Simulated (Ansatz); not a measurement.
# C5H8O2 (acetylacetone (keto form)): levels of theory compared

Aim: a comparison of 6 runs (HF/3-21G, HF/def2-SVPD, SVWN5/3-21G, r2SCAN/3-21G, B3LYP/6-31G*) of C5H8O2 (acetylacetone (keto form)). 

The calculation is run with Ansatz 0.2.0.

5 further runs of the same task are left out: 2 for a known fault of the program, 3 set aside as unsound or not needed. Runs told in other sessions of the task aren't counted.

### 1 Starting point

C5H8O2: 15 atoms, total charge 0, spin state singlet. SMILES: `CC(=O)CC(C)=O`. Geometry: relaxed at PBE0-D4/def2-TZVP. This is one conformer, not always the lowest.

Bond lengths: C1–C2 1.498 Å, C2–O3 1.205 Å, C2–C4 1.523 Å, C4–C5 1.523 Å, C5–C6 1.498 Å, C5–O7 1.205 Å, C1–H8 1.088 Å, C1–H9 1.094 Å, C1–H10 1.094 Å, C4–H11 1.090 Å, C4–H12 1.090 Å, C6–H13 1.088 Å, C6–H14 1.094 Å, C6–H15 1.094 Å. Some angles: C1–C2–O3 123.4°, C1–C2–C4 115.8°, O3–C2–C4 120.7°, C2–C4–C5 107.1°, C4–C5–C6 115.8°, C4–C5–O7 120.7°, C6–C5–O7 123.4°, C2–C1–H8 110.5°, C2–C1–H9 109.3°, C2–C1–H10 109.8°.

### 2 Energy and forces at HF/3-21G (run 1)

File molecule.yaml:

```yaml
crystal:
  periodic: [false, false, false]
  atoms:
    - symbol: C
      position_ang: [-1.246790, 1.404960, -1.197430]
    - symbol: C
      position_ang: [-0.047030, 0.511730, -1.113160]
    - symbol: O
      position_ang: [1.038310, 0.818220, -1.536800]
    - symbol: C
      position_ang: [-0.257300, -0.817030, -0.398680]
    - symbol: C
      position_ang: [0.025440, -0.579860, 1.079180]
    - symbol: C
      position_ang: [1.448310, -0.765260, 1.509870]
    - symbol: O
      position_ang: [-0.851520, -0.224100, 1.824690]
    - symbol: H
      position_ang: [-0.964220, 2.386950, -1.571630]
    - symbol: H
      position_ang: [-1.986100, 0.954180, -1.866590]
    - symbol: H
      position_ang: [-1.719030, 1.483740, -0.214080]
    - symbol: H
      position_ang: [-1.288930, -1.154460, -0.498010]
    - symbol: H
      position_ang: [0.439550, -1.542820, -0.817740]
    - symbol: H
      position_ang: [1.584770, -0.416860, 2.531720]
    - symbol: H
      position_ang: [2.114560, -0.233550, 0.824620]
    - symbol: H
      position_ang: [1.709980, -1.825820, 1.444030]
basis:
  gaussian: {orbitals: 3-21G.json}
hamiltonian: {xc: hf}
accuracy: high
output: {forces: true, orbitals: {seedname: orbitals}}
```

The basis set 3-21G is read from a file made from the Basis Set Exchange's data (not shown).

Run with:

```
$ ansatz run molecule.yaml --threads 1 --pin off --max-ram 3480MiB --events-out events.jsonl --progress --plain --runs-dir runs
```

What it wrote, cut to the lines that bear on the results:

```text
Warning: RAYON_NUM_THREADS=1 ignored (pool sized by the plan → 1); use --threads N
Functional definition: HF
  name "HF"
[...]
1935 factors; integrals over basis functions are off by at most 1.2e-8 eV
[...]
mean field -9300.83899754 eV, -341.7995288245 hartree, gradient 7.9e-8 eV, S^2 0.000000; 0 other end points of the search recorded, 0 dependent functions left out
[...]
reference -9300.83899754 eV, -341.7995288245 hartree; 27, 27 occupied and 52, 52 virtual orbitals, 1935 factors
Total energy: -9300.83899754 eV, -341.7995288245 hartree
Atom 0 at    -1.246790     1.404960    -1.197430 Å, force    -0.590201     0.084644     0.137284 eV/Å
Atom 1 at    -0.047030     0.511730    -1.113160 Å, force    -0.224409    -0.079170     0.028184 eV/Å
Atom 2 at     1.038310     0.818220    -1.536800 Å, force     0.649004     0.134799    -0.208734 eV/Å
Atom 3 at    -0.257300    -0.817030    -0.398680 Å, force    -0.131825    -0.418256    -0.203843 eV/Å
Atom 4 at     0.025440    -0.579860     1.079180 Å, force     0.160287    -0.124539    -0.127004 eV/Å
Atom 5 at     1.448310    -0.765260     1.509870 Å, force     0.573349    -0.137531    -0.161336 eV/Å
Atom 6 at    -0.851520    -0.224100     1.824690 Å, force    -0.536032     0.221110     0.380937 eV/Å
Atom 7 at    -0.964220     2.386950    -1.571630 Å, force    -0.090664    -0.291899     0.123118 eV/Å
Atom 8 at    -1.986100     0.954180    -1.866590 Å, force     0.200315     0.167789     0.117219 eV/Å
Atom 9 at    -1.719030     1.483740    -0.214080 Å, force     0.181753     0.035108    -0.264822 eV/Å
Atom 10 at    -1.288930    -1.154460    -0.498010 Å, force     0.352741     0.124339    -0.028666 eV/Å
Atom 11 at     0.439550    -1.542820    -0.817740 Å, force    -0.248735     0.207071     0.190388 eV/Å
Atom 12 at     1.584770    -0.416860     2.531720 Å, force    -0.032187    -0.098085    -0.312932 eV/Å
Atom 13 at     2.114560    -0.233550     0.824620 Å, force    -0.199386    -0.089013     0.238042 eV/Å
Atom 14 at     1.709980    -1.825820     1.444030 Å, force    -0.064009     0.263634     0.092164 eV/Å
Dipole moment:    -0.095685    -0.304309    -0.147657 e Å
```

Wall time 3.3 s (1 thread of Arm Neoverse V2, shared host); peak memory 0.23 GiB.

### 3 Energy and gradient at HF/def2-SVPD (run 2)

File run.yaml:

```yaml
basis:
  gaussian:
    orbitals: def2-SVPD
crystal:
  periodic: [false, false, false]
  atoms:
    - symbol: C
      position_ang: [-1.246790, 1.404960, -1.197430]
    - symbol: C
      position_ang: [-0.047030, 0.511730, -1.113160]
    - symbol: O
      position_ang: [1.038310, 0.818220, -1.536800]
    - symbol: C
      position_ang: [-0.257300, -0.817030, -0.398680]
    - symbol: C
      position_ang: [0.025440, -0.579860, 1.079180]
    - symbol: C
      position_ang: [1.448310, -0.765260, 1.509870]
    - symbol: O
      position_ang: [-0.851520, -0.224100, 1.824690]
    - symbol: H
      position_ang: [-0.964220, 2.386950, -1.571630]
    - symbol: H
      position_ang: [-1.986100, 0.954180, -1.866590]
    - symbol: H
      position_ang: [-1.719030, 1.483740, -0.214080]
    - symbol: H
      position_ang: [-1.288930, -1.154460, -0.498010]
    - symbol: H
      position_ang: [0.439550, -1.542820, -0.817740]
    - symbol: H
      position_ang: [1.584770, -0.416860, 2.531720]
    - symbol: H
      position_ang: [2.114560, -0.233550, 0.824620]
    - symbol: H
      position_ang: [1.709980, -1.825820, 1.444030]
total_charge: 0
hamiltonian:
  xc: hf
accuracy: high
output: {forces: true, orbitals: {seedname: orbitals}}
```

Run with:

```
$ ansatz run run.yaml --threads 1 --pin off --max-ram 3480MiB --events-out events.jsonl --progress --plain --runs-dir runs
```

What it wrote, cut to the lines that bear on the results:

```text
Warning: RAYON_NUM_THREADS=1 ignored (pool sized by the plan → 1); use --threads N
[... 2 set-up lines as earlier in the session ...]
[...]
4277 factors; integrals over basis functions are off by at most 3.4e-9 eV
[...]
mean field -9346.78132378 eV, -343.4878781731 hartree, gradient 2.5e-8 eV, S^2 0.000000; 0 other end points of the search recorded, 0 dependent functions left out
[...]
reference -9346.78132378 eV, -343.4878781731 hartree; 27, 27 occupied and 183, 183 virtual orbitals, 4277 factors
Total energy: -9346.78132378 eV, -343.4878781731 hartree
Atom 0 at    -1.246790     1.404960    -1.197430 Å, force    -0.215242     0.245955    -0.067922 eV/Å
Atom 1 at    -0.047030     0.511730    -1.113160 Å, force     1.266121     0.312173    -0.516801 eV/Å
Atom 2 at     1.038310     0.818220    -1.536800 Å, force    -1.361503    -0.395745     0.497934 eV/Å
[...]
Atom 5 at     1.448310    -0.765260     1.509870 Å, force     0.282967    -0.029826     0.174270 eV/Å
Atom 6 at    -0.851520    -0.224100     1.824690 Å, force     1.088250    -0.476828    -0.922467 eV/Å
Atom 7 at    -0.964220     2.386950    -1.571630 Å, force    -0.035873    -0.065692     0.031292 eV/Å
Atom 8 at    -1.986100     0.954180    -1.866590 Å, force     0.077764     0.028131     0.015449 eV/Å
Atom 9 at    -1.719030     1.483740    -0.214080 Å, force     0.077144     0.032554    -0.106969 eV/Å
Atom 10 at    -1.288930    -1.154460    -0.498010 Å, force     0.107924    -0.003664    -0.031833 eV/Å
Atom 11 at     0.439550    -1.542820    -0.817740 Å, force    -0.101294     0.025770     0.042807 eV/Å
Atom 12 at     1.584770    -0.416860     2.531720 Å, force     0.006738    -0.026770    -0.076324 eV/Å
Atom 13 at     2.114560    -0.233550     0.824620 Å, force    -0.074973    -0.024879     0.110106 eV/Å
Atom 14 at     1.709980    -1.825820     1.444030 Å, force    -0.049334     0.062339     0.028007 eV/Å
Dipole moment:    -0.104244    -0.331358    -0.160826 e Å
```

Wall time 49 s (1 thread of Arm Neoverse V2, shared host); peak memory 1.4 GiB.

Runs 3 to 4 aren't shown in full; the table further down has their settings and results.

### 4 Energy and gradient at B3LYP/6-31G(d) (spherical functions) (run 5)

File run.yaml:

```yaml
crystal:
  periodic: [false, false, false]
  atoms:
    - {symbol: C, position_ang: [-1.246790, 1.404960, -1.197430]}
    - {symbol: C, position_ang: [-0.047030, 0.511730, -1.113160]}
    - {symbol: O, position_ang: [1.038310, 0.818220, -1.536800]}
    - {symbol: C, position_ang: [-0.257300, -0.817030, -0.398680]}
    - {symbol: C, position_ang: [0.025440, -0.579860, 1.079180]}
    - {symbol: C, position_ang: [1.448310, -0.765260, 1.509870]}
    - {symbol: O, position_ang: [-0.851520, -0.224100, 1.824690]}
    - {symbol: H, position_ang: [-0.964220, 2.386950, -1.571630]}
    - {symbol: H, position_ang: [-1.986100, 0.954180, -1.866590]}
    - {symbol: H, position_ang: [-1.719030, 1.483740, -0.214080]}
    - {symbol: H, position_ang: [-1.288930, -1.154460, -0.498010]}
    - {symbol: H, position_ang: [0.439550, -1.542820, -0.817740]}
    - {symbol: H, position_ang: [1.584770, -0.416860, 2.531720]}
    - {symbol: H, position_ang: [2.114560, -0.233550, 0.824620]}
    - {symbol: H, position_ang: [1.709980, -1.825820, 1.444030]}
basis:
  gaussian:
    orbitals: 6-31G_st_-spherical.json
hamiltonian:
  xc: {name: B3LYP}
accuracy: high
output: {forces: true, orbitals: {seedname: orbitals}}
```

The basis set 6-31G* is read from a file made from the Basis Set Exchange's data (not shown).

Run with:

```
$ ansatz run run.yaml --threads 1 --pin off --max-ram 3480MiB --events-out events.jsonl --progress --plain --runs-dir runs
```

What it wrote, cut to the lines that bear on the results:

```text
Warning: RAYON_NUM_THREADS=1 ignored (pool sized by the plan → 1); use --threads N
Functional definition: B3LYP
  name "B3LYP"
[...]
2836 factors; integrals over basis functions are off by at most 3.9e-9 eV
[...]
mean field -9409.35293721 eV, -345.7873425541 hartree, gradient 6.8e-8 eV, S^2 0.000000; 0 other end points of the search recorded, 0 dependent functions left out
[...]
reference -9409.35297410 eV, -345.7873439096 hartree; 27, 27 occupied and 87, 87 virtual orbitals, 2836 factors
Total energy: -9409.35297410 eV, -345.7873439096 hartree
Atom 0 at    -1.246790     1.404960    -1.197430 Å, force    -0.244410     0.127929     0.011580 eV/Å
Atom 1 at    -0.047030     0.511730    -1.113160 Å, force    -0.494976    -0.177033     0.108685 eV/Å
Atom 2 at     1.038310     0.818220    -1.536800 Å, force     0.953532     0.276189    -0.352974 eV/Å
[...]
Atom 5 at     1.448310    -0.765260     1.509870 Å, force     0.270677    -0.044015     0.030155 eV/Å
Atom 6 at    -0.851520    -0.224100     1.824690 Å, force    -0.761717     0.329653     0.647107 eV/Å
Atom 7 at    -0.964220     2.386950    -1.571630 Å, force     0.009089     0.116442    -0.038510 eV/Å
Atom 8 at    -1.986100     0.954180    -1.866590 Å, force    -0.111896    -0.006128    -0.084326 eV/Å
Atom 9 at    -1.719030     1.483740    -0.214080 Å, force    -0.065057     0.042965     0.087178 eV/Å
Atom 10 at    -1.288930    -1.154460    -0.498010 Å, force    -0.090187    -0.078670    -0.026945 eV/Å
Atom 11 at     0.439550    -1.542820    -0.817740 Å, force     0.033271    -0.101170    -0.060619 eV/Å
Atom 12 at     1.584770    -0.416860     2.531720 Å, force     0.038291     0.033976     0.111809 eV/Å
Atom 13 at     2.114560    -0.233550     0.824620 Å, force     0.095729     0.054363    -0.039961 eV/Å
Atom 14 at     1.709980    -1.825820     1.444030 Å, force     0.072819    -0.117022     0.024118 eV/Å
Dipole moment:    -0.083678    -0.266048    -0.129079 e Å
```

Wall time 23 s (1 thread of Arm Neoverse V2, shared host); peak memory 0.5 GiB.

### 5 Energy and forces at B3LYP/6-31G(d) (Cartesian functions) (run 6)

File molecule.yaml:

```yaml
crystal:
  periodic: [false, false, false]
  atoms:
    - {symbol: C, position_ang: [-1.246790, 1.404960, -1.197430]}
    - {symbol: C, position_ang: [-0.047030, 0.511730, -1.113160]}
    - {symbol: O, position_ang: [1.038310, 0.818220, -1.536800]}
    - {symbol: C, position_ang: [-0.257300, -0.817030, -0.398680]}
    - {symbol: C, position_ang: [0.025440, -0.579860, 1.079180]}
    - {symbol: C, position_ang: [1.448310, -0.765260, 1.509870]}
    - {symbol: O, position_ang: [-0.851520, -0.224100, 1.824690]}
    - {symbol: H, position_ang: [-0.964220, 2.386950, -1.571630]}
    - {symbol: H, position_ang: [-1.986100, 0.954180, -1.866590]}
    - {symbol: H, position_ang: [-1.719030, 1.483740, -0.214080]}
    - {symbol: H, position_ang: [-1.288930, -1.154460, -0.498010]}
    - {symbol: H, position_ang: [0.439550, -1.542820, -0.817740]}
    - {symbol: H, position_ang: [1.584770, -0.416860, 2.531720]}
    - {symbol: H, position_ang: [2.114560, -0.233550, 0.824620]}
    - {symbol: H, position_ang: [1.709980, -1.825820, 1.444030]}
basis:
  gaussian:
    orbitals: "6-31G*"
hamiltonian:
  xc: {name: B3LYP}
accuracy: high
output: {forces: true, orbitals: {seedname: orbitals}}
```

Run with:

```
$ ansatz run molecule.yaml --threads 1 --pin off --max-ram 3480MiB --events-out events.jsonl --progress --plain --runs-dir runs
```

What it wrote, cut to the lines that bear on the results:

```text
Warning: RAYON_NUM_THREADS=1 ignored (pool sized by the plan → 1); use --threads N
[... 2 set-up lines as earlier in the session ...]
[...]
2882 factors; integrals over basis functions are off by at most 3.9e-9 eV
[...]
mean field -9409.52648299 eV, -345.7937202438 hartree, gradient 5.1e-8 eV, S^2 0.000000; 0 other end points of the search recorded, 0 dependent functions left out
[...]
reference -9409.52651988 eV, -345.7937215994 hartree; 27, 27 occupied and 94, 94 virtual orbitals, 2882 factors
Total energy: -9409.52651988 eV, -345.7937215994 hartree
Atom 0 at    -1.246790     1.404960    -1.197430 Å, force    -0.238775     0.126665     0.011022 eV/Å
Atom 1 at    -0.047030     0.511730    -1.113160 Å, force    -0.500019    -0.173008     0.105880 eV/Å
Atom 2 at     1.038310     0.818220    -1.536800 Å, force     0.945565     0.273372    -0.350159 eV/Å
[...]
Atom 5 at     1.448310    -0.765260     1.509870 Å, force     0.265161    -0.042395     0.030887 eV/Å
Atom 6 at    -0.851520    -0.224100     1.824690 Å, force    -0.755604     0.326527     0.641416 eV/Å
Atom 7 at    -0.964220     2.386950    -1.571630 Å, force     0.009743     0.113521    -0.037687 eV/Å
Atom 8 at    -1.986100     0.954180    -1.866590 Å, force    -0.109854    -0.005886    -0.082253 eV/Å
Atom 9 at    -1.719030     1.483740    -0.214080 Å, force    -0.063041     0.041601     0.084849 eV/Å
Atom 10 at    -1.288930    -1.154460    -0.498010 Å, force    -0.086755    -0.078188    -0.027275 eV/Å
Atom 11 at     0.439550    -1.542820    -0.817740 Å, force     0.030500    -0.099556    -0.059263 eV/Å
Atom 12 at     1.584770    -0.416860     2.531720 Å, force     0.036548     0.033437     0.109297 eV/Å
Atom 13 at     2.114560    -0.233550     0.824620 Å, force     0.092824     0.052948    -0.038996 eV/Å
Atom 14 at     1.709980    -1.825820     1.444030 Å, force     0.071676    -0.114427     0.023427 eV/Å
Dipole moment:    -0.083756    -0.266297    -0.129198 e Å
```

It took 24 s on 1 thread of Arm Neoverse V2, shared host; peak memory 0.53 GiB.

### 6 Overview of the runs

| run | level | Cartesian functions | energy (Eh) | dipole moment (D) | HOMO energy (eV) | LUMO energy (eV) | wall time |
| --- | --- | --- | --- | --- | --- | --- | --- |
| 1 | HF/3-21G | no | -341.799529 | 1.69 | -10.96 | 3.40 | 3.3 s |
| 2 | HF/def2-SVPD | no | -343.487878 | 1.84 | -11.43 | 2.38 | 49 s |
| 3 | SVWN5/3-21G | no | -341.016427 | 1.30 | -5.34 | -1.94 | 6.6 s |
| 4 | r2SCAN/3-21G | no | -343.693910 | 1.36 | -5.66 | -1.73 | 21 s |
| 5 | B3LYP/6-31G* (spherical functions) | no | -345.787344 | 1.48 | -6.80 | -1.15 | 23 s |
| 6 | B3LYP/6-31G* (Cartesian functions) | yes | -345.793722 | 1.48 | -6.81 | -1.15 | 24 s |

### 7 Summary of results

| quantity | value |
| --- | --- |
| run 6: total energy | -345.79372 Eh |
| run 6: dipole moment | 1.48 D |
| run 6: HOMO energy | -6.81 eV |
| run 6: LUMO energy | -1.15 eV |
| run 6: HOMO–LUMO gap | 5.66 eV |
| run 6: largest force on an atom | 1.045 eV/Å |

**Reading.** The dipole moment (its size) runs from 1.30 D (SVWN5/3-21G) to 1.84 D (HF/def2-SVPD). The two ends differ in method and basis. The HOMO–LUMO gap runs from 3.39 eV (SVWN5/3-21G) to 14.36 eV (HF/3-21G). Exact exchange widens orbital gaps. Totals of different functionals can't be ranked against each other. All runs together took 2.1 min, the longest 49 s.
